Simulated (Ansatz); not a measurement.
# C2H6B2O: the cost of one run

Method: RKS r2SCAN/def2-SVP, in Ansatz 0.2.0.

**1. Starting point**

Bond lengths: B1–C2 1.519 Å, C2–C3 1.317 Å, C2–B4 1.631 Å, B4–O5 1.495 Å, B1–H6 1.227 Å, B1–H7 1.180 Å, C3–H8 1.158 Å, C3–H9 1.103 Å, B4–H10 1.118 Å, O5–H11 1.002 Å. Angles: B1–C2–C3 118.6°, B1–C2–B4 122.2°, C3–C2–B4 119.2°, C2–B1–H6 121.5°, C2–B1–H7 122.3°, H6–B1–H7 115.8°, C2–C3–H8 119.6°, C2–C3–H9 125.3°, H8–C3–H9 115.1°, C2–B4–O5 116.4°, C2–B4–H10 119.8°, O5–B4–H10 123.8°, B4–O5–H11 102.1°.

As a file:

```xyz
11

B    -1.5090   -0.2309    0.0143
C    -0.0183   -0.1915    0.3056
C     0.3976   -0.5248    1.5099
B     1.0789    0.2186   -0.8300
O     0.5393    0.5662   -2.1799
H    -1.9607    0.1272   -1.0691
H    -2.3077   -0.4789    0.8469
H     1.5313   -0.5166    1.7456
H    -0.2541   -0.7857    2.3601
H     2.1683    0.2042   -0.5807
H     0.3997    1.5552   -2.1022
```

**2. End point A**

input.yaml

```yaml
crystal:
  periodic: [false, false, false]
  atoms:
    - { symbol: B, position_ang: [-1.509, -0.2309, 0.0143] }
    - { symbol: C, position_ang: [-0.0183, -0.1915, 0.3056] }
    - { symbol: C, position_ang: [0.3976, -0.5248, 1.5099] }
    - { symbol: B, position_ang: [1.0789, 0.2186, -0.83] }
    - { symbol: O, position_ang: [0.5393, 0.5662, -2.1799] }
    - { symbol: H, position_ang: [-1.9607, 0.1272, -1.0691] }
    - { symbol: H, position_ang: [-2.3077, -0.4789, 0.8469] }
    - { symbol: H, position_ang: [1.5313, -0.5166, 1.7456] }
    - { symbol: H, position_ang: [-0.2541, -0.7857, 2.3601] }
    - { symbol: H, position_ang: [2.1683, 0.2042, -0.5807] }
    - { symbol: H, position_ang: [0.3997, 1.5552, -2.1022] }
basis:
  gaussian: { orbitals: def2-SVP }
hamiltonian:
  xc: r2scan
relax:
  f_tol: 0.015
  max_steps: 40
output:
  orbitals: {}
```

Started as:

```sh
ansatz run input.yaml --threads 2 --pin off --max-ram 3072MiB --backend cpu --events-out ev --progress --plain --runs-dir out
```

What time and memory should one allow on 2 threads of Intel Xeon Platinum 8488C (Sapphire Rapids), shared host?

About 42 s, with a peak of 0.18 GiB.
